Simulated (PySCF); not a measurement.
# C6H9NO: magnetic properties

What do calculations give for the magnetic properties of C6H9NO (`CN[C@@H]1C=CC(=O)C1`)?

Programs: PySCF 2.14.0, with routines of our own; each step states its level. All values are computed. Atoms count from 0.

### Step 1. The starting structure

17 atoms, charge 0, multiplicity 1; geometry from: GFN2-xTB.

### Step 2. Magnetic properties: GIAO BHandHLYP/pcSseg-1

The job: settings as JSON, then the geometry in Å.

```
{"job": {"kind": "mag", "xc": "BHandHLYP", "basis": "pcSseg-1", "isotopologues": 2}, "charge": 0, "multiplicity": 1}
C      2.339861    -0.636839    -0.167959
N      1.367679     0.207343     0.495132
C      0.152742     0.431775    -0.260553
C     -0.711546     1.456924     0.417965
C     -1.981123     1.075315     0.529573
C     -2.174251    -0.268252    -0.038617
O     -3.213202    -0.867007    -0.165066
C     -0.798408    -0.771737    -0.444819
H      1.975755    -1.648722    -0.395118
H      3.218429    -0.719486     0.469052
H      2.634288    -0.158676    -1.102553
H      1.139391    -0.169329     1.410378
H      0.464375     0.820773    -1.239296
H     -0.283712     2.382882     0.760594
H     -2.793449     1.634036     0.958645
H     -0.820066    -1.165452    -1.459876
H     -0.523763    -1.591515     0.222608
```

Level: GIAO BHandHLYP/pcSseg-1 magnetisability, rotational g tensor and spin-rotation constants, non-relativistic, gas phase.

Command:

```
> OMP_NUM_THREADS=1 python excited_run.py task.json out
```

This one command runs all jobs of the session in turn.

Output:

```text
coarse grid: 14248 points
cycle   1  E = -363.5524483139  dE =  1.557e+00  |g| = 7.925e-01  |ddm| = 3.698e+00
cycle   2  E = -363.4098310905  dE =  1.426e-01  |g| = 1.224e+00  |ddm| = 2.191e+00
cycle   3  E = -363.6874222235  dE = -2.776e-01  |g| = 9.331e-02  |ddm| = 1.510e+00
cycle   4  E = -363.6892593686  dE = -1.837e-03  |g| = 4.641e-02  |ddm| = 1.100e-01
cycle   5  E = -363.6897690043  dE = -5.096e-04  |g| = 7.955e-03  |ddm| = 5.185e-02
cycle   6  E = -363.6897845003  dE = -1.550e-05  |g| = 3.829e-03  |ddm| = 1.180e-02
cycle   7  E = -363.6897880918  dE = -3.591e-06  |g| = 1.255e-03  |ddm| = 6.594e-03
final grid: 137800 points
cycle   8  E = -363.7389295109  dE = -2.107e-05  |g| = 3.929e-03  |ddm| = 1.732e-02
cycle   9  E = -363.7389286111  dE =  8.998e-07  |g| = 4.734e-03  |ddm| = 6.622e-03
cycle  10  E = -363.7389330855  dE = -4.474e-06  |g| = 7.941e-04  |ddm| = 4.454e-03
cycle  11  E = -363.7389332018  dE = -1.163e-07  |g| = 1.592e-04  |ddm| = 7.130e-04
cycle  12  E = -363.7389332078  dE = -5.941e-09  |g| = 3.663e-05  |ddm| = 2.798e-04
cycle  13  E = -363.7389332082  dE = -4.031e-10  |g| = 2.009e-05  |ddm| = 6.104e-05
converged SCF energy = -363.7389332082

Magnetisability tensor (1e-30 J/T^2)
     -981.19      102.96      -29.87
      102.96     -989.12      111.59
      -29.87      111.59    -1226.90
isotropic -1065.74   principal values   -1286.25  -1038.98   -871.98
isotropic susceptibility -64.180 1e-6 cm^3/mol

Inertial axes            a          b          c
rot. const./GHz      4.8203     1.3283     1.0962
chi total           -59.066    -56.968    -76.506
chi diamagnetic    -358.968   -999.719  -1195.408
chi paramagnetic    299.901    942.751   1118.901
quadrupole/D A      -11.132      4.026      7.107
g nuclear            0.6237     0.5662     0.5671
g electronic        -0.6792    -0.5883    -0.5762
g total             -0.0554    -0.0222    -0.0092

Spin-rotation constants (kHz, H = +C I.J)
atom  isotope        aa         bb         cc
  1    14N        0.286      0.083      0.035
  8     1H       -0.406      0.017     -0.113
  9     1H       -0.043     -0.149     -0.056
 10     1H       -0.438     -0.157      0.032
 11     1H       -0.587     -0.182      0.009
 12     1H       -0.404     -0.151      0.038
 13     1H       -0.367      0.135     -0.131
 14     1H        0.008     -0.012     -0.124
 15     1H       -0.549     -0.044     -0.037
 16     1H       -0.502     -0.096     -0.026
  0    13C*       0.773      0.215      0.204
  2    13C*       0.981      0.279      0.235
  3    13C*       1.815      0.786      0.195
  4    13C*       1.612      0.638      0.192
  5    13C*       2.340      0.726      0.302
  6    17O*      -4.344     -1.012     -0.039
  7    13C*       0.828      0.275      0.188
* in the singly substituted isotopologue

Isotopologues: g along a, b, c
2H    at 8,9,10,11,12,1    -0.0450    -0.0199    -0.0083
13C   at 0                 -0.0552    -0.0217    -0.0091
```

It took 20 s on 1 thread of Intel Xeon 6975P-C, shared host; peak memory 0.82 GiB.

In short:

| quantity | value |
| --- | --- |
| magnetisability | -1066·10⁻³⁰ J/T² |
| molar susceptibility | -64.2·10⁻⁶ cm³/mol |
| rotational g (a, b, c) | -0.0554, -0.0222, -0.0092 |

### Step 3. Magnetic properties: GIAO wB97X-D/6-31G* in benzene

The job, as its differences from that of step 2:

```diff
@@ -1,2 +1,2 @@
-{"job": {"kind": "mag", "xc": "BHandHLYP", "basis": "pcSseg-1", "isotopologues": 2}, "charge": 0, "multiplicity": 1}
+{"job": {"kind": "mag", "xc": "wB97X-D", "basis": "6-31G*", "solvent": "benzene"}, "charge": 0, "multiplicity": 1}
 C      2.339861    -0.636839    -0.167959
```

Level: GIAO wB97X-D/6-31G* magnetisability, non-relativistic, IEF-PCM benzene.

Output:

```text
coarse grid: 14248 points
cycle   1  E = -363.7960606382  dE =  1.589e+00  |g| = 8.348e-01  |ddm| = 3.897e+00
cycle   2  E = -363.6709125335  dE =  1.251e-01  |g| = 1.220e+00  |ddm| = 1.957e+00
cycle   3  E = -363.9443776334  dE = -2.735e-01  |g| = 7.663e-02  |ddm| = 1.207e+00
cycle   4  E = -363.9457937316  dE = -1.416e-03  |g| = 3.699e-02  |ddm| = 1.031e-01
cycle   5  E = -363.9461277483  dE = -3.340e-04  |g| = 9.071e-03  |ddm| = 4.363e-02
cycle   6  E = -363.9461525976  dE = -2.485e-05  |g| = 3.744e-03  |ddm| = 1.543e-02
cycle   7  E = -363.9461576409  dE = -5.043e-06  |g| = 1.109e-03  |ddm| = 7.733e-03
final grid: 137800 points
cycle   8  E = -363.8757993411  dE = -1.412e-04  |g| = 5.971e-03  |ddm| = 4.087e-02
cycle   9  E = -363.8758053274  dE = -5.986e-06  |g| = 4.482e-03  |ddm| = 9.753e-03
cycle  10  E = -363.8758099448  dE = -4.617e-06  |g| = 6.548e-04  |ddm| = 4.257e-03
cycle  11  E = -363.8758100591  dE = -1.143e-07  |g| = 4.338e-04  |ddm| = 1.128e-03
cycle  12  E = -363.8758101004  dE = -4.123e-08  |g| = 8.114e-05  |ddm| = 5.587e-04
cycle  13  E = -363.8758101024  dE = -1.989e-09  |g| = 5.358e-05  |ddm| = 1.410e-04
cycle  14  E = -363.8758101032  dE = -7.907e-10  |g| = 1.214e-05  |ddm| = 9.991e-05
converged SCF energy = -363.8758101032

Magnetisability tensor (1e-30 J/T^2)
     -952.28      112.31      -29.79
      112.31     -967.81      116.52
      -29.79      116.52    -1222.89
isotropic -1047.66   principal values   -1283.36  -1022.01   -837.61
isotropic susceptibility -63.092 1e-6 cm^3/mol

Inertial axes            a          b          c
rot. const./GHz      4.8203     1.3283     1.0962
chi total           -57.321    -55.621    -76.333
chi diamagnetic    -355.985   -997.262  -1192.866
chi paramagnetic    298.664    941.641   1116.533
quadrupole/D A      -11.679      4.371      7.308
```

It took 18 s on 1 thread of Intel Xeon 6975P-C, shared host; peak memory 0.83 GiB.

From this job:

| quantity | value |
| --- | --- |
| magnetisability | -1048·10⁻³⁰ J/T² |
| molar susceptibility | -63.1·10⁻⁶ cm³/mol |

### Step 4. What came out

| quantity | value |
| --- | --- |
| magnetisability (step 2, GIAO BHandHLYP/pcSseg-1) | -1066·10⁻³⁰ J/T² |
| molar susceptibility (step 2, GIAO BHandHLYP/pcSseg-1) | -64.2·10⁻⁶ cm³/mol |
| rotational g (a, b, c) (step 2, GIAO BHandHLYP/pcSseg-1) | -0.0554, -0.0222, -0.0092 |

In words: The values above hold for this geometry and these levels alone. Vibrational averaging and real surroundings are missing from these values.
